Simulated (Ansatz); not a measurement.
**ClGeHS: single points with varied inputs**

How do the results and run time of ClGeHS respond when the settings are drawn wide?

Method: the settings change from run to run; program: Ansatz 0.2.0, Gaussian basis.

## Step 1: The molecule

The structure was relaxed beforehand with PBE0-D4 in a triple-zeta def2 set.

SMILES `[SH][Ge][Cl]`, 4 atoms, charge 0, spin multiplicity 1.

Atoms are counted from 1 here; the program's logs count them from 0.

Bond lengths: S1–Ge2 2.239 Å, S1–H4 1.344 Å, Ge2–Cl3 2.198 Å. Angles: Ge2–S1–H4 96.1°, S1–Ge2–Cl3 99.3°.

Coordinates:

```xyz
4

S    -0.3855    1.2130   -0.6944
Ge   -1.0128   -0.8956   -0.2793
Cl    0.6895   -1.5360    0.9545
H     0.7644    1.1583   -0.0013
```

## Step 2: B3LYP/def2-mTZVPP

Options: charge -1, multiplicity 2, density fitting with cc-pVTZ-jkfit, a grid of angular degree 47, D4 dispersion.

in.yaml

```yaml
crystal:
  periodic: [false, false, false]
  atoms:
    - {symbol: S, position_ang: [-0.385480, 1.212984, -0.694409]}
    - {symbol: Ge, position_ang: [-1.012794, -0.895599, -0.279273]}
    - {symbol: Cl, position_ang: [0.689517, -1.536003, 0.954535]}
    - {symbol: H, position_ang: [0.764358, 1.158318, -0.001253]}
basis:
  gaussian: {orbitals: def2-mTZVPP, fitting: {mean_field: cc-pVTZ-jkfit}, final_grid: {core_spheres: 20, valence_spheres: 16, degree: 47}}
total_charge: -1
magnetization: {spin_polarized: true, initial_magnetization: 1}
hamiltonian: {xc: {name: B3LYP}, dispersion: d4}
```

Started as:

```sh
ansatz run in.yaml --threads 4 --pin off --events-out ev --progress --plain --max-ram 10444MiB
```

What it wrote:

```text
Functional definition: B3LYP
  name "B3LYP"
  cite "Stephens, Devlin, Chabalowski & Frisch, J. Phys. Chem. 98, 11623 (1994) doi:10.1021/j100096a001"
  cite "Becke, Phys. Rev. A 38, 3098 (1988) doi:10.1103/PhysRevA.38.3098"
  cite "Lee, Yang & Parr, Phys. Rev. B 37, 785 (1988) doi:10.1103/PhysRevB.37.785"
  cite "Vosko, Wilk & Nusair, Can. J. Phys. 58, 1200 (1980) doi:10.1139/p80-159"
  parameter a0 = 0.2
  parameter ax = 0.72
  parameter ac = 0.81
  exchange = (1 - a0 - ax)*slater_x + ax*b88_x + a0*exact_x
  correlation = (1 - ac)*vwn_rpa_c + ac*lyp_c
479 factors; integrals over basis functions are off by at most 2.0e-1 eV
mean field evaluation 1: about -79897.1978 eV, gradient 1.4e1 eV
mean field evaluation 2: about -79897.0747 eV, gradient 1.6e1 eV
mean field evaluation 4: about -79897.8372 eV, gradient 6.0e-1 eV
mean field evaluation 8: about -79897.8423 eV, gradient 9.8e-3 eV
mean field -79897.84229922 eV, -2936.1915477938 hartree, gradient 5.3e-5 eV, S^2 0.752603; 0 other end points of the search recorded, 0 dependent functions left out
reference -79897.84250812 eV, -2936.1915554707 hartree; 34, 33 occupied and 61, 62 virtual orbitals, 479 factors
Total energy: -79898.07224049 eV, -2936.1999979797 hartree
```

It took 1.4 s on 4 threads of Arm Neoverse V2, shared host.

⟨S²⟩ 0.753.

## Step 3: CCSD/cc-pVTZ-DK

in.yaml

```yaml
crystal:
  periodic: [false, false, false]
  atoms:
    - {symbol: S, position_ang: [-0.385480, 1.212984, -0.694409]}
    - {symbol: Ge, position_ang: [-1.012794, -0.895599, -0.279273]}
    - {symbol: Cl, position_ang: [0.689517, -1.536003, 0.954535]}
    - {symbol: H, position_ang: [0.764358, 1.158318, -0.001253]}
basis:
  gaussian: {orbitals: cc-pVTZ-DK}
hamiltonian: {xc: {name: HF}}
correlation: {method: ccsd}
```

Launched as before.

What it wrote, shortened:

```text
Functional definition: HF
  name "HF"
  cite "Fock, Z. Phys. 61, 126 (1930) doi:10.1007/BF01340294"
  parent pbe
[...]
764 factors; integrals over basis functions are off by at most 7.4e-4 eV
[...]
mean field -80472.81771995 eV, -2957.3215047733 hartree, gradient 8.6e-6 eV, S^2 0.000000; 0 other end points of the search recorded, 0 dependent functions left out
19 core orbitals not correlated: weight in the atoms' cores, before any rotation towards them, 1.000 or more for the frozen orbitals, at most 0.000 for the correlated occupied ones
reference -80472.81771995 eV, -2957.3215047733 hartree; 14, 14 occupied and 92, 92 virtual orbitals, 764 factors
second order -14.51775666 eV of doubles, -0.00000000 eV of singles
cycle   1  -15.01625159 eV  change   -5.0e-1 eV  update   9.7e-2
[...]
cycle  10  -15.49776200 eV  change    1.8e-5 eV  update   1.7e-5
Total energy: -80488.31548196 eV, -2957.8910370221 hartree
Relativity: scalar
```

It took 3 s on 4 threads of Arm Neoverse V2, shared host; peak memory 0.54 GiB.

T1 0.014.

## Step 4: rPW86-PBE/def2-TZVPD

Options: charge -1, multiplicity 2, D3(BJ) with three-body dispersion.

in.yaml: that of step 3 with these lines changed.

```diff
@@ -8,4 +8,5 @@
 basis:
-  gaussian: {orbitals: cc-pVTZ-DK}
-hamiltonian: {xc: {name: HF}}
-correlation: {method: ccsd}
+  gaussian: {orbitals: def2-TZVPD}
+total_charge: -1
+magnetization: {spin_polarized: true, initial_magnetization: 1}
+hamiltonian: {xc: {name: rPW86-PBE}, dispersion: d3bjatm}
```

The command is unchanged.

What it wrote:

```text
Functional definition: rPW86-PBE
  name "rPW86-PBE"
  cite "Murray, Lee & Langreth, J. Chem. Theory Comput. 5, 2754 (2009) doi:10.1021/ct900365q"
  cite "Perdew, Burke & Ernzerhof, Phys. Rev. Lett. 77, 3865 (1996) doi:10.1103/PhysRevLett.77.3865"
  parent pbe
  exchange = rpw86_x
  correlation = pbe_c
997 factors; their error is unknown
mean field evaluation 1: about -79937.2473 eV, gradient 2.0e1 eV
mean field evaluation 2: about -79935.8951 eV, gradient 2.9e1 eV
mean field evaluation 4: about -79938.3197 eV, gradient 1.2e0 eV
mean field evaluation 8: about -79938.3163 eV, gradient 3.4e-2 eV
mean field evaluation 16: about -79938.3163 eV, gradient 2.0e-5 eV
mean field evaluation 32: about -79937.7155 eV, gradient 4.6e0 eV
mean field -79938.31628871 eV, -2937.6789394731 hartree, gradient 2.0e-5 eV, S^2 0.752603; 3 other end points of the search recorded, 0 dependent functions left out
reference -79938.31639425 eV, -2937.6789433517 hartree; 34, 33 occupied and 121, 122 virtual orbitals, 997 factors
Total energy: -79938.43631085 eV, -2937.6833502054 hartree
```

Run time: 6.5 s. Hardware: 4 threads of Arm Neoverse V2, shared host; peak memory 0.37 GiB.

⟨S²⟩ 0.753.

## Step 5: SVWN5/aug-pcseg-2

This run has unrestricted orbitals, atoms shaken by 0.03 Å, a grid of angular degree 11.

in.yaml

```yaml
crystal:
  periodic: [false, false, false]
  atoms:
    - {symbol: S, position_ang: [-0.399205, 1.158524, -0.662156]}
    - {symbol: Ge, position_ang: [-1.068448, -0.921035, -0.296860]}
    - {symbol: Cl, position_ang: [0.707135, -1.554518, 0.938962]}
    - {symbol: H, position_ang: [0.737312, 1.178419, -0.022949]}
basis:
  gaussian: {orbitals: aug-pcseg-2, final_grid: {core_spheres: 5, valence_spheres: 4, degree: 11}}
magnetization: {spin_polarized: true, initial_magnetization: 0}
hamiltonian: {xc: {name: SVWN5}}
output: {forces: true}
```

Launched as before.

What it wrote, shortened:

```text
Functional definition: SVWN5
  name "SVWN5"
  cite "Dirac, Proc. Camb. Phil. Soc. 26, 376 (1930) doi:10.1017/S0305004100016108"
  cite "Slater, Phys. Rev. 81, 385 (1951) doi:10.1103/PhysRev.81.385"
  cite "Vosko, Wilk & Nusair, Can. J. Phys. 58, 1200 (1980) doi:10.1139/p80-159"
[...]
1139 factors; their error is unknown
[...]
mean field -79734.39081589 eV, -2930.1848165729 hartree, gradient 7.1e-5 eV, S^2 0.000000; 0 other end points of the search recorded, 0 dependent functions left out
[...]
reference -79734.39086689 eV, -2930.1848184469 hartree; 33, 33 occupied and 149, 149 virtual orbitals, 1139 factors
Total energy: -79734.39086689 eV, -2930.1848184469 hartree
Atom 0 at    -0.399205     1.158524    -0.662156 Å, force    -1.455696     0.163037    -0.885953 eV/Å
Atom 1 at    -1.068448    -0.921035    -0.296860 Å, force     0.644645    -0.195186     0.436015 eV/Å
Atom 2 at     0.707135    -1.554518     0.938962 Å, force    -0.544519     0.114975    -0.350397 eV/Å
Atom 3 at     0.737312     1.178419    -0.022949 Å, force     1.355569    -0.082827     0.800335 eV/Å
Dipole moment:    -0.201333     0.066336    -0.138079 e Å
```

Wall time 0.95 s (4 threads of Arm Neoverse V2, shared host); peak memory 0.25 GiB.

Largest force 1.712 eV/Å, dipole 1.22 D, ⟨S²⟩ 0.000.

## Step 6: wB97/cc-pVTZ-DK

Set apart from the defaults: coordinates scaled by 0.96, relativity set to none, the search for lower states set to light.

in.yaml

```yaml
crystal:
  periodic: [false, false, false]
  atoms:
    - {symbol: S, position_ang: [-0.370061, 1.164465, -0.666632]}
    - {symbol: Ge, position_ang: [-0.972283, -0.859775, -0.268102]}
    - {symbol: Cl, position_ang: [0.661936, -1.474563, 0.916353]}
    - {symbol: H, position_ang: [0.733784, 1.111985, -0.001202]}
basis:
  gaussian: {orbitals: cc-pVTZ-DK}
hamiltonian: {xc: {name: wB97}, pseudopotentials: {relativity: none}}
scf: {lower_state_search: light}
output: {forces: true}
```

The command is unchanged.

What it wrote, shortened:

```text
Functional definition: wB97
  name "wB97"
  cite "Chai & Head-Gordon, J. Chem. Phys. 128, 084106 (2008) doi:10.1063/1.2834918"
  cite "Becke, J. Chem. Phys. 107, 8554 (1997) doi:10.1063/1.475007"
[...]
  # The coefficients of nought are those of the uniform gas.
[...]
      + integral(e_c_pw_opposite_spin*poly(b97_u_opposite, 1, cos1, cos2, cos3, cos4))
981 factors; their error is unknown
236 factors; integrals over basis functions are off by at most 4.8e-5 eV
[...]
mean field -79529.40070605 eV, -2922.6515689835 hartree, gradient 8.1e-5 eV, S^2 0.000000; 0 other end points of the search recorded, 0 dependent functions left out
[...]
reference -79529.40069805 eV, -2922.6515686893 hartree; 33, 33 occupied and 92, 92 virtual orbitals, 981 factors
WARN: the results are in doubt because the basis set is contracted for relativity, which is off
Total energy: -79529.40069805 eV, -2922.6515686893 hartree
Atom 0 at    -0.370061     1.164465    -0.666632 Å, force    -1.367064    -0.073303    -0.772821 eV/Å
Atom 1 at    -0.972283    -0.859775    -0.268102 Å, force    -0.116000     0.202565    -0.143021 eV/Å
Atom 2 at     0.661936    -1.474563     0.916353 Å, force     0.159278    -0.134608     0.143141 eV/Å
Atom 3 at     0.733784     1.111985    -0.001202 Å, force     1.323786     0.005346     0.772702 eV/Å
Dipole moment:    -0.062285     0.036765    -0.050094 e Å
In doubt: the basis set is contracted for relativity, which is off
```

Run time: 2.7 s. Hardware: 4 threads of Arm Neoverse V2, shared host.

Largest force 1.572 eV/Å, dipole 0.42 D. The log holds a warning on this run.

## Step 7: wPBEh/def2-TZVPP

Options: atoms shaken by 0.15 Å, a grid of angular degree 11, the search for lower states set to light.

in.yaml

```yaml
crystal:
  periodic: [false, false, false]
  atoms:
    - {symbol: S, position_ang: [-0.370261, 1.282657, -0.665824]}
    - {symbol: Ge, position_ang: [-1.008114, -0.932248, -0.414217]}
    - {symbol: Cl, position_ang: [0.757797, -1.749000, 0.852923]}
    - {symbol: H, position_ang: [0.665496, 1.061360, -0.023888]}
basis:
  gaussian: {orbitals: def2-TZVPP, final_grid: {core_spheres: 5, valence_spheres: 4, degree: 11}}
hamiltonian: {xc: {name: wPBEh}}
scf: {lower_state_search: light}
output: {forces: true}
```

The command is unchanged.

What it wrote, shortened:

```text
Functional definition: wPBEh
  name "wPBEh"
  cite "Heyd, Scuseria & Ernzerhof, J. Chem. Phys. 118, 8207 (2003) doi:10.1063/1.1564060"
  cite "Krukau, Vydrov, Izmaylov & Scuseria, J. Chem. Phys. 125, 224106 (2006) doi:10.1063/1.2404663"
  cite "Heyd & Scuseria, J. Chem. Phys. 120, 7274 (2004) doi:10.1063/1.1668634"
  cite "Ernzerhof & Perdew, J. Chem. Phys. 109, 3313 (1998) doi:10.1063/1.476928"
  cite "Perdew, Burke & Ernzerhof, Phys. Rev. Lett. 77, 3865 (1996) doi:10.1103/PhysRevLett.77.3865"
  parent pbe
[...]
1100 factors; their error is unknown
62 factors; integrals over basis functions are off by at most 5.1e-7 eV
[...]
mean field -79880.71889411 eV, -2935.5622742625 hartree, gradient 2.3e-5 eV, S^2 0.000000; 0 other end points of the search recorded, 0 dependent functions left out
[...]
reference -79880.71892316 eV, -2935.5622753302 hartree; 33, 33 occupied and 113, 113 virtual orbitals, 1100 factors
Total energy: -79880.71892316 eV, -2935.5622753302 hartree
Atom 0 at    -0.370261     1.282657    -0.665824 Å, force    -3.187702    -0.328389    -1.692962 eV/Å
Atom 1 at    -1.008114    -0.932248    -0.414217 Å, force     0.943119     0.261894     0.480437 eV/Å
Atom 2 at     0.757797    -1.749000     0.852923 Å, force    -0.903452     0.558658    -0.687054 eV/Å
Atom 3 at     0.665496     1.061360    -0.023888 Å, force     3.148035    -0.492163     1.899578 eV/Å
Dipole moment:    -0.305710     0.025550    -0.189782 e Å
```

Run time: 1.2 s. Hardware: 4 threads of Arm Neoverse V2, shared host; peak memory 0.36 GiB.

Largest force 3.710 eV/Å, dipole 1.73 D.

## Step 8: wB97M-V/pcseg-2

This run has charge +1, multiplicity 2, atoms shaken by 0.03 Å, density fitting with cc-pVTZ-jkfit.

in.yaml

```yaml
crystal:
  periodic: [false, false, false]
  atoms:
    - {symbol: S, position_ang: [-0.385832, 1.261640, -0.685335]}
    - {symbol: Ge, position_ang: [-1.062682, -0.908744, -0.332240]}
    - {symbol: Cl, position_ang: [0.722619, -1.521248, 0.975379]}
    - {symbol: H, position_ang: [0.817693, 1.186737, 0.050202]}
basis:
  gaussian: {orbitals: pcseg-2, fitting: {mean_field: cc-pVTZ-jkfit}}
total_charge: 1
magnetization: {spin_polarized: true, initial_magnetization: 1}
hamiltonian: {xc: {name: wB97M-V}}
output: {forces: true}
```

Launched as before.

What it wrote, shortened:

```text
Functional definition: wB97M-V
  name "wB97M-V"
  cite "Mardirossian & Head-Gordon, J. Chem. Phys. 144, 214110 (2016) doi:10.1063/1.4952647"
  cite "Becke, J. Chem. Phys. 107, 8554 (1997) doi:10.1063/1.475007"
  cite "Vydrov & Van Voorhis, J. Chem. Phys. 133, 244103 (2010) doi:10.1063/1.3521275"
  # Of w^i u^j: cxij and so on, Table III.
[...]
  gx(w, u) = 1 - cx + cx01*u + cx10*w
  gss(w, u) = css00 + css04*u^4 + css10*w + css20*w^2 + css43*w^4*u^3
  gos(w, u) = cos00 + cos10*w + (cos20 + cos21*u)*w^2 + (cos60 + cos61*u)*w^6
[...]
      + integral(e_c_pw_mod_opposite_spin*gos(b97_w_opposite, b97_u_opposite)) + vv10(b, c)
479 factors; integrals over basis functions are off by at most 9.4e-1 eV
479 factors; integrals over basis functions are off by at most 1.1e-5 eV
[...]
mean field -79881.82617640 eV, -2935.6029661360 hartree, gradient 2.8e-7 eV, S^2 0.763445; 4 other end points of the search recorded, 0 dependent functions left out
[...]
reference -79881.82622048 eV, -2935.6029677560 hartree; 33, 32 occupied and 92, 93 virtual orbitals, 479 factors
Total energy: -79881.82622048 eV, -2935.6029677560 hartree
Atom 0 at    -0.385832     1.261640    -0.685335 Å, force     0.661093    -0.469366     0.539652 eV/Å
Atom 1 at    -1.062682    -0.908744    -0.332240 Å, force     2.609425     0.278409     1.498247 eV/Å
Atom 2 at     0.722619    -1.521248     0.975379 Å, force    -2.005338     0.309630    -1.338393 eV/Å
Atom 3 at     0.817693     1.186737     0.050202 Å, force    -1.265180    -0.118673    -0.699506 eV/Å
Dipole moment:    -0.312715     0.156276    -0.248709 e Å
```

It took 18 s on 4 threads of Arm Neoverse V2, shared host; peak memory 0.53 GiB.

Largest force 3.022 eV/Å, ⟨S²⟩ 0.763.

## Step 9: rPW86-PBE/x2c-TZVPPall

Set apart from the defaults: charge -1, multiplicity 2, restricted open-shell orbitals, D3(BJ) with three-body dispersion.

in.yaml

```yaml
crystal:
  periodic: [false, false, false]
  atoms:
    - {symbol: S, position_ang: [-0.385480, 1.212984, -0.694409]}
    - {symbol: Ge, position_ang: [-1.012794, -0.895599, -0.279273]}
    - {symbol: Cl, position_ang: [0.689517, -1.536003, 0.954535]}
    - {symbol: H, position_ang: [0.764358, 1.158318, -0.001253]}
basis:
  gaussian: {orbitals: x2c-TZVPPall}
total_charge: -1
magnetization: {spin_polarized: false, initial_magnetization: 1}
hamiltonian: {xc: {name: rPW86-PBE}, dispersion: d3bjatm}
output: {forces: true}
```

Same command.

What it wrote, shortened:

```text
Functional definition: rPW86-PBE
  name "rPW86-PBE"
  cite "Murray, Lee & Langreth, J. Chem. Theory Comput. 5, 2754 (2009) doi:10.1021/ct900365q"
  cite "Perdew, Burke & Ernzerhof, Phys. Rev. Lett. 77, 3865 (1996) doi:10.1103/PhysRevLett.77.3865"
  parent pbe
[...]
1028 factors; their error is unknown
[...]
mean field -80602.83392239 eV, -2962.0995120847 hartree, gradient 1.8e-5 eV, S^2 0.750000; 2 other end points of the search recorded, 0 dependent functions left out
[...]
reference -80602.83400611 eV, -2962.0995151615 hartree; 34, 33 occupied and 112, 113 virtual orbitals, 1028 factors
Total energy: -80602.95392271 eV, -2962.1039220152 hartree
Relativity: scalar
Atom 0 at    -0.385480     1.212984    -0.694409 Å, force     0.508699     1.951753    -0.426356 eV/Å
Atom 1 at    -1.012794    -0.895599    -0.279273 Å, force    -2.257308    -1.411600    -0.797348 eV/Å
Atom 2 at     0.689517    -1.536003     0.954535 Å, force     1.616849    -0.579818     1.161324 eV/Å
Atom 3 at     0.764358     1.158318    -0.001253 Å, force     0.131760     0.039666     0.062380 eV/Å
Dipole moment:     0.017257    -0.013380     0.015059 e Å
```

Run time: 5.5 s. Hardware: 4 threads of Arm Neoverse V2, shared host; peak memory 0.36 GiB.

Largest force 2.779 eV/Å.

## Step 10: r2SCANh/6-31G*

Options: atoms shaken by 0.08 Å, density fitting with cc-pVTZ-jkfit.

in.yaml

```yaml
crystal:
  periodic: [false, false, false]
  atoms:
    - {symbol: S, position_ang: [-0.359606, 1.164992, -0.594841]}
    - {symbol: Ge, position_ang: [-1.067021, -0.865232, -0.333253]}
    - {symbol: Cl, position_ang: [0.666876, -1.578793, 0.955781]}
    - {symbol: H, position_ang: [0.720805, 1.256922, 0.011188]}
basis:
  gaussian: {orbitals: "6-31G*", fitting: {mean_field: cc-pVTZ-jkfit}}
hamiltonian: {xc: {name: r2SCANh}}
output: {forces: true}
```

The command is unchanged.

What it wrote, shortened:

```text
Functional definition: r2SCANh
  name "r2SCANh"
  cite "Bursch, Neugebauer, Ehlert & Grimme, J. Chem. Phys. 156, 134105 (2022) doi:10.1063/5.0086040"
  cite "Furness, Kaplan, Ning, Perdew & Sun, J. Phys. Chem. Lett. 11, 8208 (2020) doi:10.1021/acs.jpclett.0c02405"
  cite "Furness, Kaplan, Ning, Perdew & Sun, J. Phys. Chem. Lett. 11, 9248 (2020) doi:10.1021/acs.jpclett.0c03077"
  parent r2scan
[...]
479 factors; integrals over basis functions are off by at most 1.6e-1 eV
[...]
mean field -79883.27686765 eV, -2935.6562780565 hartree, gradient 3.1e-5 eV, S^2 0.000000; 0 other end points of the search recorded, 0 dependent functions left out
[...]
reference -79883.27687540 eV, -2935.6562783411 hartree; 33, 33 occupied and 42, 42 virtual orbitals, 479 factors
Total energy: -79883.27687540 eV, -2935.6562783411 hartree
Atom 0 at    -0.359606     1.164992    -0.594841 Å, force    -3.155115     1.115383    -2.246192 eV/Å
Atom 1 at    -1.067021    -0.865232    -0.333253 Å, force     0.452220    -1.100848     0.651311 eV/Å
Atom 2 at     0.666876    -1.578793     0.955781 Å, force    -0.504386     0.044281    -0.324695 eV/Å
Atom 3 at     0.720805     1.256922     0.011188 Å, force     3.207282    -0.058816     1.919575 eV/Å
Dipole moment:    -0.169272     0.129458    -0.149404 e Å
```

It took 1.1 s on 4 threads of Arm Neoverse V2, shared host.

Largest force 4.030 eV/Å, dipole 1.25 D.

## Step 11: The runs in one table

```csv
level,charge,multiplicity,geometry,functions,energy (eV),time
B3LYP/def2-mTZVPP,-1,2,relaxed,95,-79898.072,1.4 s
CCSD/cc-pVTZ-DK,0,1,relaxed,125,-80488.315,3 s
rPW86-PBE/def2-TZVPD,-1,2,relaxed,155,-79938.436,6.5 s
SVWN5/aug-pcseg-2,0,1,shaken,182,-79734.391,0.95 s
wB97/cc-pVTZ-DK,0,1,scaled,125,-79529.401,2.7 s
wPBEh/def2-TZVPP,0,1,shaken,146,-79880.719,1.2 s
wB97M-V/pcseg-2,1,2,shaken,125,-79881.826,18 s
rPW86-PBE/x2c-TZVPPall,-1,2,relaxed,146,-80602.954,5.5 s
r2SCANh/6-31G*,0,1,shaken,75,-79883.277,1.1 s
```

## Step 12: Outcome

| quantity | value |
| --- | --- |
| runs | 9 |
| quickest | SVWN5/aug-pcseg-2, 0.95 s |
| slowest | wB97M-V/pcseg-2, 18 s |

**Reading.** The runs differ in state or geometry as well as level, so their energies can't be set against each other. wB97M-V/pcseg-2 took 18 times as long as SVWN5/aug-pcseg-2. The jobs differ in tasks and options as well as level.
